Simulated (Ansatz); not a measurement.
# Al3B2N: the cost of one run

Method: DFT PBE, scalar-relativistic, plane waves, PAW, in Ansatz 0.2.0.

1 further run of the same task is left out (it didn't finish).

## Step 1: The starting structure

Symmetry: P4/mmm, No. 123, tetragonal system. Conventional cell: a = 3.428 Å, b = 3.428 Å, c = 7.446 Å, α = 90.00°, β = 90.00°, γ = 90.00°. Al (site symmetry 4mm) has 1 N at 1.82 Å and 1 Al at 1.90 Å as nearest neighbours. Around Al (site symmetry 4/mmm) lie 2 Al at 1.90 Å. B (site symmetry mmm) has 2 N at 1.71 Å as nearest neighbours. N (site symmetry 4/mmm) has 4 B at 1.71 Å and 2 Al at 1.82 Å as nearest neighbours.

As a file:

```cif
data_structure
_symmetry_space_group_name_H-M 'P 1'
_symmetry_Int_Tables_number 1
_cell_length_a 3.4278
_cell_length_b 3.4278
_cell_length_c 7.4465
_cell_angle_alpha 90.000
_cell_angle_beta 90.000
_cell_angle_gamma 90.000
_cell_volume 87.50
loop_
_atom_site_label
_atom_site_type_symbol
_atom_site_fract_x
_atom_site_fract_y
_atom_site_fract_z
_atom_site_occupancy
Al1 Al 0.00000 0.00000 0.74478 1
Al2 Al 0.00000 0.00000 0.25522 1
Al3 Al 0.00000 0.00000 0.00000 1
B1 B 0.00000 0.50000 0.50000 1
B2 B 0.50000 0.00000 0.50000 1
N1 N 0.00000 0.00000 0.50000 1
```

A structure generator made this guess: random cell by space group and Wyckoff sites (P4/mmm, No. 123). Lengths come from tabulated atomic sizes and are only a guess.

## Step 2: Probe: one point on a coarse mesh

Contents of input.yaml:

```yaml
crystal:
  lattice:
    - [3.42783533, 0.0, 0.0]
    - [0.0, 3.42783533, 0.0]
    - [0.0, 0.0, 7.44647332]
  atoms:
    - { symbol: Al, position: [0.0, 0.0, 0.74478288] }
    - { symbol: Al, position: [0.0, 0.0, 0.25521712] }
    - { symbol: Al, position: [0.0, 0.0, 0.0] }
    - { symbol: B, position: [0.0, 0.5, 0.5] }
    - { symbol: B, position: [0.5, 0.0, 0.5] }
    - { symbol: "N", position: [0.0, 0.0, 0.5] }
basis:
  ecutwfc: 420
kpoints:
  mp_grid: { grid: [6, 6, 4] }
hamiltonian:
  xc: pbe
scf:
  occupations: { method: gaussian, width: 0.1 }
  lower_state_search: "off"
output:
  forces: true
  stress: true
  eigenvalues: true
```

Run with:

```console
> ansatz run input.yaml --threads 1 --pin off --max-ram 2560MiB --backend cpu --events-out ev --progress --plain --runs-dir out
```

What time and memory should one allow on 1 thread of Arm Neoverse V2, shared host?

About 2.3 s, with a peak of 0.33 GiB.
